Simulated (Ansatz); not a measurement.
# C₂H₇NOSn: one species, many methods

The task here is to estimate one member of a computed series from the others.

Computed with Ansatz 0.2.0, Gaussian basis. Level: functionals in def2-TZVPP, the program's frozen cores in correlated methods.

The runs, in order: LDA (SPW92), PBE-D4, revPBE-D4, BLYP-D4, r2SCAN-D4, B97M-V, PBE0-D4, B3LYP-D4, r2SCANh-D4, r2SCAN0-D4, HSE06-D4, BHLYP-D4, CAM-B3LYP-D4, LC-ωPBE, ωB97X-V, ωB97M-V, B2PLYP, PBE-QIDH; CCSD(T)/def2-SVP; CCSD(T)/def2-TZVPP; MP2/def2-QZVPP; extrapolation to the limit; RPA on PBE.

### Structure used throughout

An earlier PBE0-D4 in a triple-zeta def2 set relaxation fixed the geometry. Sn takes the def2 core potential; no spin-orbit term is included.

SMILES `N=C(O)[CH2][SnH3]`, 12 atoms, charge 0, spin multiplicity 1.

Atoms are counted from 1 here; the program's logs count them from 0.

Bond lengths: N1–C2 1.266 Å, N1–H6 1.014 Å, C2–O3 1.350 Å, C2–C4 1.481 Å, O3–H7 0.967 Å, C4–Sn5 2.168 Å, C4–H8 1.092 Å, C4–H9 1.088 Å, Sn5–H10 1.703 Å, Sn5–H11 1.709 Å, Sn5–H12 1.705 Å. Angles: C2–N1–H6 111.5°, N1–C2–O3 118.9°, N1–C2–C4 129.5°, O3–C2–C4 111.5°, C2–O3–H7 105.9°, C2–C4–Sn5 110.8°, C2–C4–H8 110.5°, C2–C4–H9 111.1°, Sn5–C4–H8 106.1°, Sn5–C4–H9 108.9°, H8–C4–H9 109.4°, C4–Sn5–H10 110.0°, C4–Sn5–H11 107.8°, C4–Sn5–H12 108.6°, H10–Sn5–H11 109.7°, H10–Sn5–H12 110.8°, H11–Sn5–H12 110.0°.

Coordinates:

```xyz
12
charge 0, multiplicity 1
N    -2.0597    0.8251    0.3366
C    -0.8213    0.8782    0.0811
O    -0.0518    1.7555    0.7604
C    -0.0181    0.0693   -0.8648
Sn    1.3109   -1.2700    0.2040
H    -2.5282    0.1338   -0.2390
H    -0.6493    2.2247    1.3585
H     0.6235    0.7138   -1.4686
H    -0.6587   -0.5183   -1.5198
H     2.6984   -0.4260    0.7152
H     1.7602   -2.5230   -0.8674
H     0.4711   -1.9181    1.5381
```

The first run:

in.yaml

```yaml
crystal:
  periodic: [false, false, false]
  atoms:
    - {symbol: N, position_ang: [-2.059669, 0.825064, 0.336555]}
    - {symbol: C, position_ang: [-0.821345, 0.878230, 0.081096]}
    - {symbol: O, position_ang: [-0.051846, 1.755547, 0.760391]}
    - {symbol: C, position_ang: [-0.018067, 0.069275, -0.864825]}
    - {symbol: Sn, position_ang: [1.310941, -1.270017, 0.203955]}
    - {symbol: H, position_ang: [-2.528162, 0.133806, -0.239029]}
    - {symbol: H, position_ang: [-0.649305, 2.224655, 1.358505]}
    - {symbol: H, position_ang: [0.623483, 0.713826, -1.468568]}
    - {symbol: H, position_ang: [-0.658722, -0.518300, -1.519850]}
    - {symbol: H, position_ang: [2.698442, -0.426001, 0.715181]}
    - {symbol: H, position_ang: [1.760176, -2.523023, -0.867442]}
    - {symbol: H, position_ang: [0.471072, -1.918062, 1.538135]}
basis:
  gaussian: {orbitals: def2-TZVPP}
hamiltonian: {xc: lda}
output: {orbitals: {seedname: orbitals}}
```

Steps of the session up to this table: LDA; PBE-D4 (GGA); revPBE-D4 (GGA); BLYP-D4 (GGA); r2SCAN-D4 (meta-GGA); B97M-V (meta-GGA); PBE0-D4 (hybrid); B3LYP-D4 (hybrid); r2SCANh-D4 (hybrid); r2SCAN0-D4 (hybrid); HSE06-D4 (hybrid); BHLYP-D4 (hybrid); CAM-B3LYP-D4 (range-separated); LC-ωPBE (range-separated); ωB97X-V (range-separated); ωB97M-V (range-separated); B2PLYP (double hybrid); PBE-QIDH (double hybrid).

One of the session's tables, all rows but one given; the rest of the session is left out.

It belongs to the step «Frontier levels by functional». 

| functional | HOMO (eV) | gap (eV) |
| --- | --- | --- |
| LDA (SPW92) | -6.46 | 5.19 |
| PBE-D4 | ? | ? |
| revPBE-D4 | -6.24 | 5.30 |
| BLYP-D4 | -6.20 | 5.23 |
| r2SCAN-D4 | -6.58 | 5.85 |
| B97M-V | -6.66 | 5.86 |
| PBE0-D4 | -7.64 | 7.46 |
| B3LYP-D4 | -7.42 | 6.98 |
| r2SCANh-D4 | -7.08 | 6.67 |
| r2SCAN0-D4 | -7.81 | 7.85 |
| HSE06-D4 | -7.24 | 6.70 |
| BHLYP-D4 | -8.79 | 9.34 |
| CAM-B3LYP-D4 | -9.00 | 9.67 |
| LC-ωPBE | -10.34 | 12.11 |
| ωB97X-V | -9.97 | 11.61 |
| ωB97M-V | -9.87 | 11.15 |

Q: Estimate the row for PBE-D4 from the others.

As computed: HOMO (eV): -6.31; gap (eV): 5.27. In the column «HOMO (eV)» it lies between LDA (SPW92) (-6.46) and revPBE-D4 (-6.24).
